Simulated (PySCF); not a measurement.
# AlHBrF (SMILES [F][AlH][Br]): levels of theory compared

Wanted: a comparison of 4 runs (HF/def2-SVP, B3LYP/6-31G, CAM-B3LYP/cc-pVDZ, B3LYP/6-31G*) of AlHBrF. The job is set up through a Python script.

The calculation is run with PySCF 2.14.0.

1 further run of the same task is left out (for a known fault of the program).

## (1) The molecule

AlHBrF: 4 atoms, total charge 0, spin state singlet. As SMILES, `[F][AlH][Br]`. The shape is that of a PBE0-D4/def2-TZVP optimisation.

Bond lengths: F1–Al2 1.641 Å, Al2–Br3 2.237 Å, Al2–H4 1.563 Å. Angles: F1–Al2–Br3 117.7°, F1–Al2–H4 119.7°, Br3–Al2–H4 122.6°.

## (2) Energy and forces at HF/def2-SVP (run 1)

The input, calc.py:

```python
# [F][AlH][Br]
import pyscf.grad
from pyscf import gto, scf

mol = gto.M(
    atom='F 0.779100 -0.805100 1.280100; Al 0.132300 0.076200 0.056400; Br -1.566600 -0.822700 -1.088000; H 0.710500 1.491300 -0.268800',
    max_memory=1860,
    charge=0,
    basis='def2-svp',
    verbose=4,
)

calc0 = scf.RHF(mol)
calc0.conv_tol = 1e-10
calc0.kernel()
if not calc0.converged:
    calc0 = calc0.newton().run(calc0.mo_coeff, calc0.mo_occ)

energy = calc0.e_tot
print('Final energy', energy)
grad = calc0.Gradients().kernel()
dip = calc0.dip_moment()
pop, q = calc0.mulliken_pop()
```

Run with:

```sh
$ OMP_NUM_THREADS=1 python calc.py
```

What it wrote:

```text
PySCF version 2.14.0

[... 58 lines left out ...]
converged SCF energy = -2914.02575156315
Final energy -2914.025751563148
[... 10 lines left out ...]
Dipole moment(X, Y, Z, Debye):  0.30303,  1.25021, -0.49719
[... 74 lines left out ...]
charge of    3H =     -0.22914
```

Wall time 9.3 s (1 thread of Intel Xeon at 2.50GHz (Skylake/Cascade Lake), shared host); peak memory 0.14 GiB.

## (3) Energy and forces at B3LYP/6-31G (run 2)

The input, run.py:

```python
from pyscf import gto, dft

mol = gto.M(
    atom='''
F      0.779100    -0.805100     1.280100
Al     0.132300     0.076200     0.056400
Br    -1.566600    -0.822700    -1.088000
H      0.710500     1.491300    -0.268800
''',
    basis='6-31g',
    max_memory=1860,
    verbose=3,
)

ks = dft.RKS(mol, xc='b3lyp')
ks.grids.level = 5
ks.conv_tol = 1e-10
ks.kernel()
if not ks.converged:
    ks = ks.newton().run(ks.mo_coeff, ks.mo_occ)

etot = ks.e_tot
print('E(%s) = %.9f' % ('B3LYP', etot))
grad = ks.nuc_grad_method().kernel()
ks.analyze()
```

Run with:

```sh
$ OMP_NUM_THREADS=1 python run.py
```

What it wrote:

```text
converged SCF energy = -2916.75844602085
[... 14 lines left out ...]
MO #6   energy= -56.1288795456798  occ= 2
[... 8 lines left out ...]
MO #15  energy= -2.77951563564085  occ= 2
[... 8 lines left out ...]
MO #24  energy= -0.423547350980998 occ= 2
[... 8 lines left out ...]
MO #33  energy= 0.087267024357065  occ= 0
[... 8 lines left out ...]
MO #42  energy= 0.94842090028366   occ= 0
[... 8 lines left out ...]
MO #51  energy= 3.86285685676462   occ= 0
[... 5 lines left out ...]
Dipole moment(X, Y, Z, Debye):  0.55542,  1.59801, -0.46534
```

It took 27 s on 1 thread of Intel Xeon at 2.50GHz (Skylake/Cascade Lake), shared host; peak memory 0.53 GiB.

## (4) Energy and forces at CAM-B3LYP/cc-pVDZ (run 3)

The input, calc.py:

```python
import pyscf.grad
from pyscf import gto, dft

mol = gto.M(
    atom='''
F    0.779100  -0.805100   1.280100
Al   0.132300   0.076200   0.056400
Br  -1.566600  -0.822700  -1.088000
H    0.710500   1.491300  -0.268800
''',
    max_memory=1860,
    verbose=3,
    basis='cc-pvdz',
    spin=0,
)

mf = dft.RKS(mol, xc='cam-b3lyp')
mf.grids.level = 5
mf.conv_tol = 1e-10
mf.kernel()
if not mf.converged:
    mf = mf.newton().run(mf.mo_coeff, mf.mo_occ)

etot = mf.e_tot
print('E = %.10f Eh' % etot)
grad = mf.Gradients().kernel()
dip = mf.dip_moment()
pop, q = mf.mulliken_pop()
```

Run with:

```sh
$ OMP_NUM_THREADS=1 python calc.py
```

What it wrote:

```text
converged SCF energy = -2917.23457457035
[... 8 lines left out ...]
Dipole moment(X, Y, Z, Debye):  0.17761,  1.11939, -0.54031
[... 69 lines left out ...]
charge of    3H =     -0.09002
```

Wall time 55 s (1 thread of Intel Xeon at 2.50GHz (Skylake/Cascade Lake), shared host); peak memory 0.64 GiB.

## (5) Energy and gradient at B3LYP/6-31G(d) (spherical functions) (run 4)

The input, job.py:

```python
import pyscf.grad
from pyscf import gto, dft

mol = gto.Mole()
mol.atom = '''
F    0.779100  -0.805100   1.280100
Al   0.132300   0.076200   0.056400
Br  -1.566600  -0.822700  -1.088000
H    0.710500   1.491300  -0.268800
'''
mol.basis = '6-31g*'
mol.charge = 0
mol.spin = 0
mol.max_memory = 1860
mol.verbose = 4
mol.build()

calc0 = dft.RKS(mol)
calc0.xc = 'b3lyp'
calc0.conv_tol = 1e-10
calc0.grids.level = 5
calc0.kernel()
if not calc0.converged:
    calc0 = calc0.newton().run(calc0.mo_coeff, calc0.mo_occ)

etot = calc0.e_tot
print('E = %.10f Eh' % etot)
grad = calc0.Gradients().kernel()
calc0.analyze()
```

Run with:

```sh
$ OMP_NUM_THREADS=1 python job.py
```

What it wrote:

```text
PySCF version 2.14.0

[... 94 lines left out ...]
MO #1   energy= -482.818581405782  occ= 2
[... 12 lines left out ...]
MO #14  energy= -2.74336696403467  occ= 2
[... 12 lines left out ...]
MO #27  energy= -0.345708350249548 occ= 2
[... 12 lines left out ...]
MO #40  energy= 0.355616109334087  occ= 0
[... 12 lines left out ...]
MO #53  energy= 1.27850314109202   occ= 0
[... 12 lines left out ...]
MO #66  energy= 4.91326765694901   occ= 0
[... 73 lines left out ...]
Dipole moment(X, Y, Z, Debye):  0.41456,  1.09051, -0.28135
```

Wall time 33 s (1 thread of Intel Xeon at 2.50GHz (Skylake/Cascade Lake), shared host); peak memory 0.65 GiB.

## (6) Overview of the runs

```csv
run,level,integration grid,energy (Eh),dipole moment (D),HOMO energy (eV),LUMO energy (eV),wall time
1,HF/def2-SVP,–,-2914.025752,1.38,-11.76,1.61,9.3 s
2,B3LYP/6-31G,5,-2916.758446,1.75,-8.60,-1.77,27 s
3,CAM-B3LYP/cc-pVDZ,5,-2917.234575,1.26,-10.06,-0.27,55 s
4,B3LYP/6-31G* (spherical functions),5,-2916.881406,1.20,-8.48,-1.38,33 s
```

## (7) What came out

```
                       quantity           value
            run 4: total energy  -2916.88141 Eh
           run 4: dipole moment          1.20 D
             run 4: HOMO energy        -8.48 eV
             run 4: LUMO energy        -1.38 eV
           run 4: HOMO–LUMO gap         7.10 eV
run 4: largest force on an atom      0.367 eV/Å
```

**Reading.** The dipole moment (its size) runs from 1.20 D (B3LYP/6-31G*) to 1.75 D (B3LYP/6-31G). The HOMO–LUMO gap runs from 6.83 eV (B3LYP/6-31G) to 13.37 eV (HF/def2-SVP). The two ends differ in method and basis. Totals of different functionals can't be ranked against each other. All runs together took 2.1 min, the longest 55 s.
